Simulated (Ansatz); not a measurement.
Born–Oppenheimer molecular dynamics of a periodic cell of 17 atoms, Mg₈HO₈ (host MgO, host structure Fm-3m, interstitial H), cell charge +1. It starts from a relaxed structure.

Level of theory: DFT PBE, scalar-relativistic, plane waves, PAW (Ansatz). Settings: PAW set soft_1, cutoff 420 eV, k mesh 2x2x2, fermi-dirac smearing 0.02 eV, no spin polarisation.

| Item | Value |
| --- | --- |
| ensemble | NVT, Langevin thermostat |
| time step | 0.5 fs |
| steps asked | 260 |
| set temperature | 600 K |
| friction | 0.01 /fs |
| seed | 952277 |

Frames 5 fs apart, positions in Å, forces in eV/Å.

Velocities at 45 fs (Å/ps):

```
Mg 5.21 0.70 3.57
O -8.54 3.65 -4.44
Mg 6.70 -4.24 2.77
O -5.97 -0.24 -3.26
Mg -0.26 -3.06 0.98
O 4.81 0.63 2.01
Mg 1.36 -0.56 2.19
O -5.54 -7.04 -1.33
Mg -1.29 0.35 -8.49
O 6.79 0.62 1.28
Mg 2.82 0.46 -5.09
O 1.75 -4.51 -1.88
Mg 2.97 -0.73 0.48
O 9.95 2.41 10.27
Mg 3.86 -1.83 8.59
O 2.72 -3.26 6.24
H 24.46 -34.10 -4.96
```

```xyz
17
Lattice="0.0000 4.1930 4.1930 4.1930 0.0000 4.1930 4.1930 4.1930 0.0000" Properties=species:S:1:pos:R:3:forces:R:3 time_fs=45 energy_less_start_eV=0.867 T=464
Mg 0.029 -0.017 0.041 0.35 -0.81 -0.29
O 2.251 1.907 2.285 -1.28 1.61 -1.25
Mg 2.037 2.112 0.232 0.19 0.26 -0.14
O 4.247 4.105 2.065 0.16 0.54 0.94
Mg 2.229 0.004 2.063 -0.64 -1.05 0.74
O 4.175 2.009 4.182 0.91 0.91 1.02
Mg 4.249 2.017 2.127 -0.09 0.38 0.43
O 6.374 4.095 4.308 -0.82 -0.33 -0.38
Mg 0.192 2.043 2.095 0.35 0.21 0.23
O 2.086 4.300 4.171 0.67 -0.73 0.27
Mg 2.155 4.031 2.129 -0.16 -0.89 0.33
O 4.191 6.224 4.232 0.39 0.31 -0.26
Mg 2.188 1.858 4.275 -0.38 1.16 -0.76
O 4.287 4.116 6.342 -0.10 -0.23 -0.61
Mg 4.130 4.271 4.242 0.82 -1.61 -0.51
O 6.395 6.236 6.313 -0.35 0.34 -0.11
H 2.717 5.729 2.776 -0.02 -0.09 0.33
17
Lattice="0.0000 4.1930 4.1930 4.1930 0.0000 4.1930 4.1930 4.1930 0.0000" Properties=species:S:1:pos:R:3:forces:R:3 time_fs=50 energy_less_start_eV=0.805 T=449
Mg 0.062 -0.012 0.061 0.11 -1.05 -0.57
O 2.194 1.930 2.257 -0.33 0.96 -0.74
Mg 2.067 2.094 0.241 0.32 0.24 -0.63
O 4.224 4.103 2.059 0.37 0.40 0.92
Mg 2.228 -0.014 2.072 -0.49 -0.71 0.92
O 4.199 2.016 4.195 0.46 0.75 0.80
Mg 4.254 2.013 2.136 -0.22 0.36 0.39
O 6.338 4.066 4.302 -0.31 0.26 -0.55
Mg 0.185 2.042 2.058 0.33 0.33 0.76
O 2.120 4.296 4.181 0.54 -0.99 0.44
Mg 2.162 4.022 2.105 -0.29 -1.14 0.54
O 4.195 6.202 4.221 0.53 0.53 0.09
Mg 2.201 1.862 4.277 -0.59 0.99 -0.91
O 4.341 4.125 6.389 -0.87 -0.16 -0.90
Mg 4.159 4.257 4.279 0.76 -1.45 -0.76
O 6.408 6.209 6.348 0.15 -0.03 0.02
H 2.758 5.614 2.752 -0.48 0.72 0.17
17
Lattice="0.0000 4.1930 4.1930 4.1930 0.0000 4.1930 4.1930 4.1930 0.0000" Properties=species:S:1:pos:R:3:forces:R:3 time_fs=55 energy_less_start_eV=0.746 T=480
Mg 0.098 -0.018 0.073 -0.05 -0.94 -0.61
O 2.135 1.964 2.223 0.61 0.16 -0.16
Mg 2.108 2.080 0.235 0.08 0.35 -0.47
O 4.211 4.096 2.055 0.57 0.28 0.83
Mg 2.234 -0.034 2.081 -0.56 -0.31 0.99
O 4.221 2.045 4.215 0.08 0.29 0.48
Mg 4.253 2.008 2.147 -0.21 0.45 0.35
O 6.301 4.052 4.300 0.23 0.61 -0.78
Mg 0.178 2.041 2.042 0.03 0.15 1.05
O 2.165 4.286 4.198 0.24 -1.11 0.46
Mg 2.168 3.998 2.087 -0.10 -0.81 0.74
O 4.201 6.193 4.219 0.61 0.55 0.27
Mg 2.203 1.869 4.270 -0.59 0.85 -0.88
O 4.377 4.141 6.420 -1.39 -0.17 -0.93
Mg 4.198 4.229 4.311 0.55 -1.11 -1.03
O 6.413 6.180 6.380 -0.31 0.73 -0.79
H 2.715 5.595 2.795 0.21 0.03 0.46
17
Lattice="0.0000 4.1930 4.1930 4.1930 0.0000 4.1930 4.1930 4.1930 0.0000" Properties=species:S:1:pos:R:3:forces:R:3 time_fs=60 energy_less_start_eV=0.749 T=428
Mg 0.134 -0.026 0.078 -0.22 -0.66 -0.43
O 2.093 1.989 2.190 1.23 -0.37 0.36
Mg 2.148 2.076 0.225 -0.32 0.41 -0.16
O 4.208 4.099 2.057 0.63 0.13 0.68
Mg 2.235 -0.057 2.099 -0.60 0.03 0.96
O 4.237 2.084 4.242 -0.20 -0.27 0.05
Mg 4.246 2.010 2.161 -0.07 0.46 0.34
O 6.262 4.045 4.284 0.78 0.91 -0.63
Mg 0.165 2.048 2.038 -0.13 -0.05 1.13
O 2.217 4.269 4.217 -0.14 -1.08 0.39
Mg 2.172 3.970 2.085 0.04 -0.10 0.67
O 4.204 6.208 4.229 0.75 0.28 0.31
Mg 2.196 1.893 4.253 -0.46 0.58 -0.66
O 4.382 4.158 6.454 -1.41 -0.19 -1.03
Mg 4.242 4.194 4.337 0.17 -0.55 -1.14
O 6.426 6.162 6.408 0.11 0.22 -0.26
H 2.727 5.581 2.874 -0.18 0.23 -0.59
17
Lattice="0.0000 4.1930 4.1930 4.1930 0.0000 4.1930 4.1930 4.1930 0.0000" Properties=species:S:1:pos:R:3:forces:R:3 time_fs=65 energy_less_start_eV=0.802 T=398
Mg 0.160 -0.049 0.091 -0.14 -0.32 -0.38
O 2.074 2.001 2.175 1.48 -0.71 0.51
Mg 2.172 2.090 0.213 -0.37 -0.12 -0.03
O 4.212 4.109 2.066 0.56 0.01 0.57
Mg 2.232 -0.078 2.129 -0.50 0.31 0.59
O 4.248 2.128 4.275 -0.27 -0.97 -0.34
Mg 4.239 2.013 2.177 0.02 0.36 0.29
O 6.242 4.056 4.265 1.29 0.90 -0.37
Mg 0.158 2.049 2.045 -0.20 -0.18 1.20
O 2.268 4.229 4.231 -0.68 -0.75 0.39
Mg 2.172 3.935 2.080 0.12 0.54 0.79
O 4.210 6.222 4.254 0.82 0.10 0.23
Mg 2.181 1.910 4.234 -0.28 0.60 -0.36
O 4.376 4.171 6.479 -1.21 -0.26 -0.99
Mg 4.282 4.152 4.354 -0.52 0.19 -1.13
O 6.427 6.155 6.435 -0.77 1.24 -1.46
H 2.700 5.579 2.854 0.66 -0.93 0.49
17
Lattice="0.0000 4.1930 4.1930 4.1930 0.0000 4.1930 4.1930 4.1930 0.0000" Properties=species:S:1:pos:R:3:forces:R:3 time_fs=70 energy_less_start_eV=0.849 T=386
Mg 0.171 -0.070 0.099 -0.13 -0.01 -0.30
O 2.075 2.015 2.174 1.35 -1.12 0.38
Mg 2.176 2.108 0.196 -0.28 -0.51 0.10
O 4.229 4.115 2.083 0.41 0.01 0.45
Mg 2.220 -0.097 2.162 -0.27 0.57 0.25
O 4.267 2.156 4.293 -0.29 -1.52 -0.46
Mg 4.236 2.018 2.199 0.12 0.10 0.15
O 6.247 4.075 4.253 1.52 0.80 -0.08
Mg 0.144 2.058 2.057 -0.17 -0.23 1.14
O 2.314 4.176 4.254 -1.13 -0.28 0.16
Mg 2.186 3.900 2.084 -0.10 1.21 0.62
O 4.223 6.230 4.284 0.69 0.01 0.07
Mg 2.162 1.940 4.212 -0.04 0.43 0.05
O 4.363 4.181 6.497 -0.85 -0.41 -0.95
Mg 4.313 4.121 4.355 -0.87 0.80 -0.85
O 6.420 6.156 6.454 0.55 -0.53 0.13
H 2.717 5.488 2.880 -0.51 0.68 -0.88
17
Lattice="0.0000 4.1930 4.1930 4.1930 0.0000 4.1930 4.1930 4.1930 0.0000" Properties=species:S:1:pos:R:3:forces:R:3 time_fs=75 energy_less_start_eV=0.854 T=430
Mg 0.173 -0.087 0.112 -0.10 0.24 -0.41
O 2.100 2.013 2.170 0.82 -1.16 0.22
Mg 2.177 2.122 0.184 0.06 -0.95 0.19
O 4.252 4.120 2.104 0.13 0.05 0.36
Mg 2.195 -0.112 2.198 0.15 0.89 -0.19
O 4.280 2.153 4.293 -0.12 -1.59 -0.25
Mg 4.231 2.033 2.218 0.10 -0.30 -0.05
O 6.271 4.106 4.248 1.44 0.46 0.26
Mg 0.129 2.059 2.069 0.15 -0.15 1.03
O 2.348 4.116 4.281 -1.53 0.11 -0.07
Mg 2.190 3.874 2.088 -0.26 1.47 0.57
O 4.251 6.232 4.305 0.35 0.06 -0.11
Mg 2.145 1.990 4.195 0.19 0.10 0.31
O 4.331 4.198 6.502 -0.28 -0.74 -0.84
Mg 4.343 4.104 4.344 -1.23 1.18 -0.52
O 6.407 6.158 6.470 -0.51 1.03 -1.29
H 2.649 5.477 2.793 0.64 -0.70 0.80
17
Lattice="0.0000 4.1930 4.1930 4.1930 0.0000 4.1930 4.1930 4.1930 0.0000" Properties=species:S:1:pos:R:3:forces:R:3 time_fs=80 energy_less_start_eV=0.895 T=460
Mg 0.172 -0.104 0.125 -0.22 0.59 -0.76
O 2.142 2.005 2.174 0.26 -0.87 -0.03
Mg 2.178 2.123 0.178 0.24 -1.00 0.16
O 4.287 4.138 2.121 -0.28 -0.04 0.41
Mg 2.167 -0.117 2.223 0.72 1.09 -0.41
O 4.305 2.123 4.281 0.01 -1.15 0.12
Mg 4.224 2.051 2.239 0.22 -0.78 -0.24
O 6.321 4.140 4.245 0.98 0.02 0.62
Mg 0.124 2.061 2.089 0.30 0.05 0.70
O 2.364 4.054 4.295 -1.53 0.78 -0.36
Mg 2.192 3.867 2.091 -0.53 1.39 0.31
O 4.285 6.234 4.314 -0.07 0.04 -0.21
Mg 2.138 2.046 4.186 0.47 -0.59 0.53
O 4.289 4.208 6.483 0.36 -1.01 -0.61
Mg 4.371 4.100 4.330 -1.28 1.14 -0.14
O 6.394 6.181 6.470 0.75 -1.10 0.09
H 2.659 5.412 2.776 -0.40 1.45 -0.17
17
Lattice="0.0000 4.1930 4.1930 4.1930 0.0000 4.1930 4.1930 4.1930 0.0000" Properties=species:S:1:pos:R:3:forces:R:3 time_fs=85 energy_less_start_eV=0.968 T=440
Mg 0.175 -0.115 0.127 -0.26 0.84 -0.80
O 2.189 1.994 2.182 -0.23 -0.39 -0.34
Mg 2.183 2.115 0.181 0.30 -0.82 0.61
O 4.319 4.161 2.145 -0.62 -0.26 0.29
Mg 2.143 -0.120 2.244 1.18 1.32 -0.71
O 4.333 2.084 4.272 0.14 -0.55 0.44
Mg 4.223 2.070 2.257 0.23 -1.09 -0.44
O 6.390 4.180 4.236 0.29 -0.56 1.03
Mg 0.114 2.066 2.119 0.68 0.10 0.28
O 2.356 4.002 4.294 -1.24 1.63 -0.40
Mg 2.192 3.876 2.092 -0.40 1.38 0.38
O 4.321 6.238 4.299 -0.58 -0.05 -0.13
Mg 2.143 2.088 4.186 0.67 -1.32 0.48
O 4.262 4.199 6.457 0.82 -1.00 -0.50
Mg 4.396 4.104 4.314 -1.33 0.97 0.11
O 6.379 6.204 6.460 -0.21 0.53 -0.94
H 2.600 5.505 2.775 0.55 -0.73 0.65
17
Lattice="0.0000 4.1930 4.1930 4.1930 0.0000 4.1930 4.1930 4.1930 0.0000" Properties=species:S:1:pos:R:3:forces:R:3 time_fs=90 energy_less_start_eV=1.129 T=356
Mg 0.172 -0.110 0.135 -0.26 0.95 -0.89
O 2.233 1.974 2.183 -0.64 0.20 -0.43
Mg 2.186 2.098 0.188 0.21 -0.43 0.96
O 4.335 4.185 2.169 -0.81 -0.53 0.23
Mg 2.125 -0.121 2.262 1.60 1.42 -0.85
O 4.362 2.043 4.279 0.13 0.09 0.41
Mg 4.217 2.083 2.260 0.44 -1.31 -0.40
O 6.463 4.216 4.232 -0.51 -1.00 1.27
Mg 0.107 2.069 2.152 0.90 0.24 -0.17
O 2.339 3.977 4.283 -0.85 2.35 -0.40
Mg 2.180 3.893 2.103 -0.38 1.17 0.21
O 4.343 6.247 4.274 -0.84 -0.18 0.04
Mg 2.158 2.113 4.189 0.75 -1.98 0.43
O 4.258 4.189 6.429 1.01 -0.93 -0.46
Mg 4.409 4.119 4.294 -1.15 0.66 0.43
O 6.365 6.227 6.433 0.83 -1.21 0.62
H 2.612 5.537 2.841 -0.42 0.50 -1.00
17
Lattice="0.0000 4.1930 4.1930 4.1930 0.0000 4.1930 4.1930 4.1930 0.0000" Properties=species:S:1:pos:R:3:forces:R:3 time_fs=95 energy_less_start_eV=1.090 T=352
Mg 0.166 -0.098 0.147 -0.06 0.78 -0.93
O 2.255 1.954 2.187 -0.72 0.79 -0.33
Mg 2.189 2.075 0.209 0.29 -0.36 0.92
O 4.339 4.206 2.190 -0.85 -0.78 0.19
Mg 2.120 -0.114 2.272 1.71 1.34 -0.92
O 4.390 2.008 4.295 -0.06 0.62 0.12
Mg 4.221 2.087 2.251 0.44 -1.29 -0.28
O 6.516 4.237 4.238 -1.09 -1.26 1.25
Mg 0.114 2.083 2.180 1.10 0.22 -0.44
O 2.310 3.983 4.275 -0.55 2.26 -0.35
Mg 2.166 3.930 2.115 -0.25 0.51 0.16
O 4.349 6.247 4.255 -0.80 -0.13 0.26
Mg 2.196 2.114 4.198 0.58 -1.84 0.31
O 4.259 4.170 6.396 1.03 -0.69 -0.31
Mg 4.413 4.142 4.276 -1.08 0.35 0.61
O 6.360 6.229 6.406 -0.23 0.46 -0.62
H 2.592 5.608 2.800 0.55 -1.00 0.37
17
Lattice="0.0000 4.1930 4.1930 4.1930 0.0000 4.1930 4.1930 4.1930 0.0000" Properties=species:S:1:pos:R:3:forces:R:3 time_fs=100 energy_less_start_eV=0.879 T=442
Mg 0.164 -0.078 0.151 0.06 0.38 -0.82
O 2.266 1.947 2.189 -0.60 1.07 -0.04
Mg 2.204 2.057 0.237 0.29 -0.30 0.29
O 4.332 4.214 2.209 -0.72 -0.83 0.14
Mg 2.133 -0.094 2.274 1.58 0.95 -0.83
O 4.410 1.976 4.301 -0.23 1.06 0.00
Mg 4.235 2.077 2.249 0.40 -1.09 -0.25
O 6.543 4.250 4.256 -1.37 -1.41 0.96
Mg 0.144 2.092 2.196 0.94 0.16 -0.53
O 2.265 4.011 4.275 -0.08 1.70 -0.35
Mg 2.149 3.972 2.119 -0.18 -0.27 0.08
O 4.345 6.240 4.246 -0.64 0.00 0.43
Mg 2.239 2.098 4.216 0.34 -1.15 0.19
O 4.271 4.134 6.375 0.81 -0.26 -0.24
Mg 4.417 4.169 4.263 -1.04 0.01 0.71
O 6.354 6.223 6.381 0.71 -0.70 0.66
H 2.642 5.565 2.772 -0.26 0.69 -0.40
```

Of the whole run (130 fs, mean temperature of the second half 456 K): The mean temperature of the second half is 24 % below the set value. A run of 0.13 ps of so small a system gives no equilibrium averages. Limits of this set-up: coarse k mesh, a small cell, in which the defect meets its images, charged cell in a uniform background, uncorrected.

Time of the run: 12 min on 1 thread of Arm Neoverse V2 (shared host), peak memory 0.47 GiB.
